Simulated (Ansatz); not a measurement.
# Be2N (P1) in Ansatz: convergence with n extra bands

Aim: find how far n extra bands must go before the results for Be2N settle, at r2SCAN. This setting moves, with any that are tied to it; all else stays.

Everything below comes from runs of Ansatz 0.2.0. Logs are shortened: lines on timing, memory, paths and dates and some standing lists are left out, and cuts for length are marked.

**1. The cell of the first run**

The typed cell holds 3 atoms: a = 3.097 Å, b = 3.097 Å, c = 3.098 Å, α = 90.00°, β = 90.00°, γ = 120.00°.

The cell was built by a generator and needn't be a form met in nature.

The cell isn't the ideal one: atoms moved at random, drawn with an rms of 0.05 Å.

**2. With n extra bands 1**

input.yaml

```yaml
crystal:
  lattice:
    - [3.09680428, 0.0, 0.0]
    - [-1.54840214, 2.68191117, 0.0]
    - [0.0, 0.0, 3.09752625]
  atoms:
    - { symbol: Be, position: [0.326624, 0.649966, 0.479309] }
    - { symbol: Be, position: [0.668487, 0.327331, 0.52283] }
    - { symbol: "N", position: [-0.011405, -0.002904, -0.002404] }
hamiltonian:
  xc: r2scan
  pseudopotentials: { kind: nc, source: spms }
kpoints:
  mp_grid: { grid: [7, 7, 6] }
scf:
  occupations: { method: gaussian, width: 0.1 }
  n_extra_bands: 1
output:
  forces: true
  stress: true
  eigenvalues: true
```

Potentials or basis: SPMS NC.

Command:

```console
$ ansatz run input.yaml --threads 2 --pin off --max-ram 5632MiB --backend cpu --events-out ev --progress --plain --runs-dir out
```

Standard output:

```text
Warning: hamiltonian.xc reads the kinetic-energy density τ on the library's norm-conserving files, and those of Be, N were made for PBE. This build holds files of Be, N that were made for r²SCAN, which a deck under this functional can read where it names no table (hamiltonian.pseudopotentials.accuracy or source), types no xc_functional and has no exact exchange, max_exx_coeff or level of output.embedding that keeps them out. To compare such runs, type hamiltonian.pseudopotentials: {kind: paw, frozen_core: stored} on both or, where PAW refuses one, {kind: nc, accuracy: standard}
Warning: RAYON_NUM_THREADS=2 ignored (pool sized by the plan → 2); use --threads N
scf.n_extra_bands = 1 over 7 filled bands (N_el = 13.0): the run solves 8 bands
Engine: ansatz 0.2.0, aarch64-unknown-linux-gnu
Pseudopotentials: kind: nc
Pseudopotential: Be, nc, valence charge 4, recommended cutoff 707.4960423956879 eV (normal), Be.nc.azcp
Pseudopotential: N, nc, valence charge 5, recommended cutoff 1034.032677347544 eV (normal), N.nc.azcp
Functional definition: r2SCAN
  parameter k0 = 0.174
  parameter k1 = 0.065
  parameter a1 = 4.9479
  exchange = r2scan_x(k0 = k0, k1 = k1, a1 = a1)
  correlation = r2scan_c
Crystal: 3 atoms, lattice volume = 25.726 Å³
Basis set: ecut = 1034.032677347544 eV, 1919 PW (Γ), exchange–correlation on 144×144×144 points (64 copies of the dense FFT grid, shifted against one another)
Bands: 8, of which v1, the nominal top of the filled ones, is band 7 counted from 1 (6 counted from 0)
Symmetry: 1 space group operations
Space group: P1 (ITA 1), of the structure as read, at distance tolerance 3.0e-5 Å
k-points: 148 of 294 (time reversal used)
Non-local potential: Be, projectors of the file, l = 0: 2, l = 1: 2
Non-local potential: N, projectors of the file, l = 0: 2, l = 1: 2
Initial density: superposition of atomic densities (chi_scale 0.1, normalization cell, long waves kept (reshape's long-wave potential 0.02 eV rms))
Initial wavefunctions: pseudopotential atomic-orbital guess
Functional: x = r2scan, c = r2scan; τ floored in thin density (d = 2e-4 eV/Å³)
SCF iter   1: F=—  HF=-1012.790583 eV  |F-HF|=—  |Δ(HF+E_count)|=         —  Δρ=1.08e-1  dr2=4.20e0  dr2_τ=1.14e0  ethr=3.10e-3  ⟨swp⟩=5.0  Hψ=8562  notcnv=0
preconditioner: auto → none  [metal: Δε(μ)=0.052 eV  Ē_g=8.002 eV  σ=0.100 eV  W_gap=0.29  n_scr=8 (ndim 8)  ℏωp=22.0 eV  f_vac=0.000  D(μ)=0.83/eV (n_scr^D=8)  sad-step TF]
SCF iter   2: F=—  HF=-1012.226661 eV  |F-HF|=—  |Δ(HF+E_count)|=   5.64e-1  Δρ=3.30e-2  dr2=2.13e-1  dr2_τ=1.41e0  ethr=3.10e-3  ⟨swp⟩=2.4  Hψ=3340  notcnv=0
SCF iter   3: F=—  HF=-1012.206567 eV  |F-HF|=—  |Δ(HF+E_count)|=   2.01e-2  Δρ=1.35e-2  dr2=2.81e-2  dr2_τ=1.21e-2  ethr=1.64e-3  ⟨swp⟩=2.0  Hψ=2080  notcnv=0
SCF iter   4: F=—  HF=-1012.227765 eV  |F-HF|=—  |Δ(HF+E_count)|=   2.12e-2  Δρ=2.53e-3  dr2=1.11e-3  dr2_τ=8.01e-4  ethr=2.16e-4  ⟨swp⟩=2.0  Hψ=2056  notcnv=0
SCF iter   5: F=—  HF=-1012.228561 eV  |F-HF|=—  |Δ(HF+E_count)|=   7.96e-4  Δρ=4.24e-4  dr2=4.07e-5  dr2_τ=1.77e-5  ethr=8.55e-6  ⟨swp⟩=2.0  Hψ=1828  notcnv=0
SCF iter   6: F=—  HF=-1012.228543 eV  |F-HF|=—  |Δ(HF+E_count)|=   1.84e-5  Δρ=6.45e-5  dr2=9.25e-7  dr2_τ=5.15e-7  ethr=3.13e-7  ⟨swp⟩=2.0  Hψ=1775  notcnv=0
SCF iter   7: F=-1012.228543 eV  HF=-1012.228543 eV  |F-HF|=4.22e-8  |Δ(HF+E_count)|=   4.88e-7  Δρ=1.87e-5  dr2=7.66e-8  dr2_τ=9.75e-8  ethr=7.69e-10  ⟨swp⟩=6.0  Hψ=6583  notcnv=0
SCF 1 converged in 7 iterations: F = -1012.228543 eV  dr2 = 7.66e-8
SCF converged after 7 iterations
Free energy (F): -1012.228543 eV
Harris-Foulkes:  -1012.228543 eV  (|F-HF|=4.22e-8)
Internal energy: -1012.223502 eV  (E = F + TS)
E sigma→0 (E₀):  -1012.226023 eV
Entropy (-TS):   -0.005041 eV (-1.680 meV/atom)
Fermi energy:    7.445447 eV
--- Per-component energies (eV) ---
  E_band       = -371.925362
  E_kinetic    = 541.943471
  E_local      = -352.178197  (includes V_loc(G=0)·N_el)
  E_nonlocal   = -568.802191
  E_hartree    = 128.657422
  E_xc         = -199.494307
  E_vxc        = -267.459904  (∫ρ·V_xc dr)
  E_vtau       = 17.259838  (kinetic-family band-sum trace: ∫τ·v_τ [+ j·A + Jᵃ·Aᵃ] dr)
  E_ewald      = -562.349701
  E_smearing   = -0.005041  (= −TS)
  E_closure    = -0.000000  (closes the sum)
  Σ components = -1012.228543   (vs F -1012.228543, Δ=0.00e0)
--- Forces (eV/Å), atoms counted from 1 ---
  atom   1  Be     0.26474175     0.40767115    -1.29971549
  atom   2  Be    -0.08526255    -0.51811635     1.46508225
  atom   3  N     -0.17953217     0.11042179    -0.16530516
  max |Σ_I F_I| component: 6.16e-5 eV/Å
--- Stress (GPa, compression-positive) ---
       37.271962       1.575191      -0.121896
        1.575191      27.527372      -0.423488
       -0.121896      -0.423488     -56.051189
  P = ⅓ Tr σ = 2.9160 GPa (29.160 kbar)
--- Band table (eV; the first three rows and the last of 148) ---
  k-point 0: bands = ["-95.2861", "-95.1455", "-9.3152", "3.9713", "5.0862", "6.0858", "6.1540", "10.3975"]
  k-point 1: bands = ["-95.2861", "-95.1455", "-9.0961", "1.7058", "6.2581", "6.3192", "7.1143", "10.5894"]
  k-point 2: bands = ["-95.2861", "-95.1455", "-8.5763", "-0.5349", "6.6421", "6.6852", "8.9527", "11.0169"]
  k-point 147: bands = ["-95.2462", "-95.1853", "-7.9065", "1.0745", "3.3636", "3.6628", "8.8735", "9.8286"]
```

Run time: 16 s. Hardware: 2 threads of Arm Neoverse V1, shared host; peak memory 0.52 GiB.

What came out:

```
Free energy            : -1012.2285 eV
Pressure               : 2.9 GPa
Largest force          : 1.556 eV/Å
Band gap on the k mesh : none (metal or under the smearing width)
```

**3. With n extra bands 2**

Changes to input.yaml since step 2:

```diff
@@ -16,3 +16,3 @@
   occupations: { method: gaussian, width: 0.1 }
-  n_extra_bands: 1
+  n_extra_bands: 2
 output:
```

Potentials or basis: SPMS NC.

Command:

```console
$ ansatz run input.yaml --threads 2 --pin off --max-ram 5632MiB --backend cpu --events-out ev --progress --plain --runs-dir out
```

Run time: 14 s. Hardware: 2 threads of Arm Neoverse V1, shared host; peak memory 0.52 GiB.

Results:

* Free energy: -1012.2285 eV
* Pressure: 2.9 GPa
* Largest force: 1.556 eV/Å
* Band gap on the k mesh: none (metal or under the smearing width)

**4. With n extra bands 4**

Changes to input.yaml since step 3:

```diff
@@ -16,3 +16,3 @@
   occupations: { method: gaussian, width: 0.1 }
-  n_extra_bands: 2
+  n_extra_bands: 4
 output:
```

Command:

```console
$ ansatz run input.yaml --threads 2 --pin off --max-ram 5632MiB --backend cpu --events-out ev --progress --plain --runs-dir out
```

Run time: 15 s. Hardware: 2 threads of Arm Neoverse V1, shared host; peak memory 0.53 GiB.

Results:

```
Free energy            : -1012.2285 eV
Pressure               : 2.9 GPa
Largest force          : 1.556 eV/Å
Band gap on the k mesh : none (metal or under the smearing width)
```

**5. With n extra bands 8**

Changes to input.yaml since step 4:

```diff
@@ -16,3 +16,3 @@
   occupations: { method: gaussian, width: 0.1 }
-  n_extra_bands: 4
+  n_extra_bands: 8
 output:
```

Command:

```console
$ ansatz run input.yaml --threads 2 --pin off --max-ram 5632MiB --backend cpu --events-out ev --progress --plain --runs-dir out
```

Run time: 18 s. Hardware: 2 threads of Arm Neoverse V1, shared host; peak memory 0.55 GiB.

It converged, with:

| Property | Result |
| --- | --- |
| Free energy | -1012.2285 eV |
| Pressure | 2.9 GPa |
| Largest force | 1.556 eV/Å |
| Band gap on the k mesh | none (metal or under the smearing width) |

**6. With n extra bands 16**

Changes to input.yaml since step 5:

```diff
@@ -16,3 +16,3 @@
   occupations: { method: gaussian, width: 0.1 }
-  n_extra_bands: 8
+  n_extra_bands: 16
 output:
```

Potentials or basis: SPMS NC.

Command:

```console
$ ansatz run input.yaml --threads 2 --pin off --max-ram 5632MiB --backend cpu --events-out ev --progress --plain --runs-dir out
```

Wall time 23 s (2 threads of Arm Neoverse V1, shared host); peak memory 0.59 GiB.

The run converged. Its results:

| Item | Value |
| --- | --- |
| Free energy | -1012.2285 eV |
| Pressure | 2.9 GPa |
| Largest force | 1.556 eV/Å |
| Band gap on the k mesh | none (metal or under the smearing width) |

**7. With n extra bands 32**

Changes to input.yaml since step 6:

```diff
@@ -16,3 +16,3 @@
   occupations: { method: gaussian, width: 0.1 }
-  n_extra_bands: 16
+  n_extra_bands: 32
 output:
```

Command:

```console
$ ansatz run input.yaml --threads 2 --pin off --max-ram 5632MiB --backend cpu --events-out ev --progress --plain --runs-dir out
```

Wall time 32 s (2 threads of Arm Neoverse V1, shared host); peak memory 0.67 GiB.

The run converged. Its results:

```
Free energy            : -1012.2285 eV
Pressure               : 2.9 GPa
Largest force          : 1.556 eV/Å
Band gap on the k mesh : none (metal or under the smearing width)
```

**8. Summary**

| n extra bands | energy less the tightest run, at zero smearing (meV/atom) | SCF cycles | CPU time (s) | peak memory (GiB) |
| --- | --- | --- | --- | --- |
| 1 | 0.00 | 7 | 32 | 0.52 |
| 2 | 0.00 | 7 | 27 | 0.52 |
| 4 | 0.00 | 7 | 31 | 0.53 |
| 8 | 0.00 | 7 | 36 | 0.55 |
| 16 | 0.00 | 7 | 45 | 0.59 |
| 32 | 0.00 | 7 | 64 | 0.67 |

Against the tightest run, the energy stays within 1 meV/atom from 1 on. The tightest run that finished is the yardstick and may itself not be fully converged.

Caveats: the meta-GGA runs on potentials made for a GGA; the potentials were made for another functional, which shifts forces and pressure.
